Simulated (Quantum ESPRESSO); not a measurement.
# Si2C (P4/mmm) in Quantum ESPRESSO: notebook, part 3 of 3

Quantum ESPRESSO 7.5. The steps go on from the part before.

### 5 Phonons, PBE

Contents of pw.in:

```
&CONTROL
  calculation = 'scf'
  prefix = 'pwscf'
  outdir = './tmp'
  pseudo_dir = './pseudo'
  tprnfor = .true.
  tstress = .true.
  disk_io = 'low'
/
&SYSTEM
  ibrav = 0
  celldm(1) = 8
  nat = 3
  ntyp = 2
  ecutwfc = 82
  nbnd = 12
  occupations = 'smearing'
  smearing = 'mv'
  degauss = 0.01469973
/
&ELECTRONS
  conv_thr = 6d-10
  electron_maxstep = 120
  mixing_beta = 0.5
/
ATOMIC_SPECIES
Si    28.0850 Si.upf
C     12.0110 C.upf
CELL_PARAMETERS alat
  0.6303733406826   0.0000000000000   0.0000000000000
  0.0000000000000   0.6303733406826   0.0000000000000
  0.0000000000000   0.0000000000000   1.3067887954207
ATOMIC_POSITIONS crystal
Si     0.5000000000    0.5000000000    0.2843227100
Si     0.5000000000    0.5000000000    0.7156772900
C      0.0000000000    0.0000000000    0.0000000000
K_POINTS automatic
8 8 4 0 0 0
```

Contents of relax.in:

```
&CONTROL
  calculation = 'vc-relax'
  prefix = 'pwscf'
  outdir = './tmp'
  pseudo_dir = './pseudo'
  tprnfor = .true.
  tstress = .true.
  disk_io = 'low'
  nstep = 40
  forc_conv_thr = 0.0001
  etot_conv_thr = 1d-06
/
&SYSTEM
  ibrav = 0
  celldm(1) = 8
  nat = 3
  ntyp = 2
  ecutwfc = 82
  nbnd = 12
  occupations = 'smearing'
  smearing = 'mv'
  degauss = 0.01469973
/
&ELECTRONS
  conv_thr = 6d-10
  electron_maxstep = 120
  mixing_beta = 0.5
/
&IONS
  ion_dynamics = 'bfgs'
/
&CELL
  cell_dynamics = 'bfgs'
  press = 0
  press_conv_thr = 0.2
/
ATOMIC_SPECIES
Si    28.0850 Si.upf
C     12.0110 C.upf
CELL_PARAMETERS alat
  0.6303733406826   0.0000000000000   0.0000000000000
  0.0000000000000   0.6303733406826   0.0000000000000
  0.0000000000000   0.0000000000000   1.3067887954207
ATOMIC_POSITIONS crystal
Si     0.5000000000    0.5000000000    0.2843227100
Si     0.5000000000    0.5000000000    0.7156772900
C      0.0000000000    0.0000000000    0.0000000000
K_POINTS automatic
8 8 4 0 0 0
```

Contents of scf2.in:

```
&CONTROL
  calculation = 'scf'
  prefix = 'pwscf'
  outdir = './tmp'
  pseudo_dir = './pseudo'
  tprnfor = .true.
  tstress = .true.
  disk_io = 'low'
/
&SYSTEM
  ibrav = 0
  celldm(1) = 8
  nat = 3
  ntyp = 2
  ecutwfc = 82
  nbnd = 12
  occupations = 'smearing'
  smearing = 'mv'
  degauss = 0.01469973
/
&ELECTRONS
  conv_thr = 1d-13
  electron_maxstep = 120
  mixing_beta = 0.5
  startingpot = 'file'
  startingwfc = 'file'
/
ATOMIC_SPECIES
Si    28.0850 Si.upf
C     12.0110 C.upf
CELL_PARAMETERS alat
  0.6440067038572   0.0000000000000   0.0000000000000
  0.0000000000000   0.6440067038572   0.0000000000000
  0.0000000000000   0.0000000000000   1.1197123700091
ATOMIC_POSITIONS crystal
Si     0.5000000000    0.5000000000    0.2468509910
Si     0.5000000000    0.5000000000    0.7531490090
C      0.0000000000    0.0000000000    0.0000000000
K_POINTS automatic
8 8 4 0 0 0
```

Contents of ph.in:

```
phonons of Si2C
&INPUTPH
  prefix = 'pwscf'
  outdir = './tmp'
  tr2_ph = 1d-18
  fildyn = 'dyn'
  niter_ph = 90
  alpha_mix(1) = 0.4
/
0.0000000000 0.7763894335 0.4465432493
```

Potentials or basis: PseudoDojo 0.4.1 SR PBE standard.

Started as:

```
> OMP_NUM_THREADS=1 mpirun -n 4 pw.x -nk 4 -in pw.in > pw.out
> OMP_NUM_THREADS=1 mpirun -n 4 pw.x -nk 4 -in relax.in > relax.out
> OMP_NUM_THREADS=1 mpirun -n 4 pw.x -nk 4 -in scf2.in > scf2.out
> OMP_NUM_THREADS=1 mpirun -n 4 ph.x -nk 4 -in ph.in > ph.out
```

pw.out:

```text
This program is part of the open-source Quantum ESPRESSO suite
     for quantum simulation of materials; please cite
[... 6 lines left out ...]
     using ibrav=0 with symmetry is DISCOURAGED, use correct ibrav instead

     K-points division:     npool     =       4
     Subspace diagonalization in iterative solution of the eigenvalue problem:
     a serial algorithm will be used

     G-vector sticks info
     --------------------
     sticks:   dense  smooth     PW     G-vecs:    dense   smooth      PW
     Sum         665     665    197                26677    26677    4421

     Using Slab Decomposition

     bravais-lattice index     =            0
     lattice parameter (alat)  =       8.0000  a.u.
     unit-cell volume          =     265.8710 (a.u.)^3
     number of atoms/cell      =            3
     number of atomic types    =            2
     number of electrons       =        12.00
     number of Kohn-Sham states=           12
     kinetic-energy cutoff     =      82.0000  Ry
     charge density cutoff     =     328.0000  Ry
     scf convergence threshold =      6.0E-10
     mixing beta               =       0.5000
     number of iterations used =            8  plain     mixing
     Exchange-correlation= PBE
                           (   1   4   3   4   0   0   0)

     celldm(1)=   8.000000  celldm(2)=   0.000000  celldm(3)=   0.000000
     celldm(4)=   0.000000  celldm(5)=   0.000000  celldm(6)=   0.000000

     crystal axes: (cart. coord. in units of alat)
               a(1) = (   0.630373   0.000000   0.000000 )
[... 132 lines left out ...]
     ethr =  3.07E-06,  avg # of iterations =  3.8

     total energy              =     -28.60927309 Ry
     estimated scf accuracy    <       0.00000628 Ry

     iteration #  6     ecut=    82.00 Ry     beta= 0.50
     Davidson diagonalization with overlap
     ethr =  5.23E-08,  avg # of iterations =  2.7
[... 25 lines left out ...]
     iteration # 10     ecut=    82.00 Ry     beta= 0.50
     Davidson diagonalization with overlap
     ethr =  8.78E-12,  avg # of iterations =  3.3

     End of self-consistent calculation

          k = 0.0000 0.0000 0.0000 (  3319 PWs)   bands (ev):

    -5.6518  -0.8294  -0.3970  10.0391  10.0391  10.5894  11.4110  15.6246
    15.7146  16.6428  16.6428  17.5726
[... 203 lines left out ...]
     0.4731   3.0237   3.6394   5.0248   5.3731   8.3635   8.3692   8.8684
    11.8737  11.9072  12.4138  14.3300

          k =-0.7932-0.7932 0.0000 (  3340 PWs)   bands (ev):

     1.2539   3.8303   3.8303   4.5671   7.6707   8.6577   8.6577   8.9758
     9.0975   9.0975   9.7507  12.8710

          k =-0.7932-0.7932 0.1913 (  3344 PWs)   bands (ev):

     1.2687   3.9792   3.9792   4.7773   7.2141   7.2141   7.4857   7.5574
    11.0232  11.0232  11.5931  13.6292

          k =-0.7932-0.7932-0.3826 (  3328 PWs)   bands (ev):

     1.2837   4.1707   4.1707   5.0935   6.5139   6.5139   6.7230   7.3202
    12.5422  12.5422  13.1723  14.9223

     the Fermi energy is     9.2371 ev

!    total energy              =     -28.60927578 Ry
     estimated scf accuracy    <          1.1E-10 Ry
     smearing contrib. (-TS)   =      -0.00010671 Ry
     internal energy E=F+TS    =     -28.60916907 Ry

     The total energy is F=E-TS. E is the sum of the following terms:
     one-electron contribution =       9.20380024 Ry
     hartree contribution      =       2.30772739 Ry
     xc contribution           =     -10.13079619 Ry
     ewald contribution        =     -29.98990051 Ry

     convergence has been achieved in  10 iterations

     Forces acting on atoms (cartesian axes, Ry/au):

     atom    1 type  1   force =     0.00000000    0.00000000   -0.06998839
     atom    2 type  1   force =     0.00000000    0.00000000    0.06998839
     atom    3 type  2   force =     0.00000000    0.00000000    0.00000000

     Total force =     0.098979     Total SCF correction =     0.000014

     Computing stress (Cartesian axis) and pressure

          total   stress  (Ry/bohr**3)                   (kbar)     P=      -94.51
  -0.00049601   0.00000000   0.00000000          -72.97        0.00        0.00
   0.00000000  -0.00049601   0.00000000            0.00      -72.97        0.00
   0.00000000   0.00000000  -0.00093540            0.00        0.00     -137.60

=------------------------------------------------------------------------------=
   JOB DONE.
=------------------------------------------------------------------------------=
```

scf2.out:

```text
This program is part of the open-source Quantum ESPRESSO suite
     for quantum simulation of materials; please cite
[... 6 lines left out ...]
     using ibrav=0 with symmetry is DISCOURAGED, use correct ibrav instead

     K-points division:     npool     =       4
[... 406 lines left out ...]
   0.00000048   0.00000000   0.00000000            0.07        0.00        0.00
   0.00000000   0.00000048   0.00000000            0.00        0.07        0.00
   0.00000000   0.00000000  -0.00000203            0.00        0.00       -0.30

=------------------------------------------------------------------------------=
   JOB DONE.
=------------------------------------------------------------------------------=
```

Run time: 3.8 min. Hardware: 4 MPI ranks of Arm Neoverse V2, shared host; peak memory 0.36 GiB.

Results:

* Free energy: -390.2093 eV
* Relaxed volume: 11.74 Å³/atom
* Relaxed cell: a = 2.726 Å, b = 2.726 Å, c = 4.740 Å, α = 90.00°, β = 90.00°, γ = 90.00°
* Space group after relaxing (to 0.05 Å): P4/mmm (No. 123)
* Pressure after relaxing: 0.0 GPa
* Band gap on the k mesh: none (metal or under the smearing width)
* Highest phonon frequency at the q point run: 388 cm⁻¹
* Most unstable mode: 502i cm⁻¹

Step by step:
```
step  energy change (eV)  largest force (eV/Å)  pressure (GPa)  volume (Å³)
   1              0.0000                1.7995           -9.45        39.40
   2             -0.2397                1.6554           -6.25        37.53
   3             -0.4715                1.2221           -0.58        35.48
   4             -0.7354                0.3049            6.54        33.39
   5             -0.6593                2.4185           19.40        32.06
   6             -0.8412                0.1690           10.58        32.90
   7             -0.7247                2.2418           15.13        32.93
   8             -0.8570                0.8658           11.61        32.92
   9             -0.9292                0.2771            5.61        34.05
  10             -0.9566                0.0194            0.52        35.23
  11             -0.9584                0.0379           -0.33        35.44
  12             -0.9595                0.0470           -0.65        35.48
  13             -0.9601                0.0280           -0.46        35.39
  14             -0.9603                0.0200           -0.13        35.28
  15             -0.9604                0.0097            0.02        35.23
  16             -0.9604                0.0027            0.01        35.23
  17             -0.9604                0.0000            0.00        35.23
```

Final structure:
```
Si C
1.0
     2.72635    0.00000    0.00000
     0.00000    2.72635    0.00000
     0.00000    0.00000    4.74021
Si C
2 1
Direct
  0.50000 0.50000 0.24685
  0.50000 0.50000 0.75315
  0.00000 0.00000 0.00000
```

Phonon frequencies in cm⁻¹ (negative: imaginary):
```csv
q point,frequencies
"(0.000, 0.500, 0.500)",-502 -311 -212 -65 199 278 282 299 388
```

Phonon modes at q = (0.000, 0.500, 0.500) in reciprocal lattice units:
```csv
mode,symmetry,cm⁻¹
1,B_1u,-502
2,B_2u,-311
3,A_u,-212
4,B_1g,-65
5,B_1u,199
6,B_2g,278
7,A_g,282
8,B_3u,299
9,B_3u,388
```

Caveat: the mesh is thin for the phonons of a metal; some modes are imaginary.
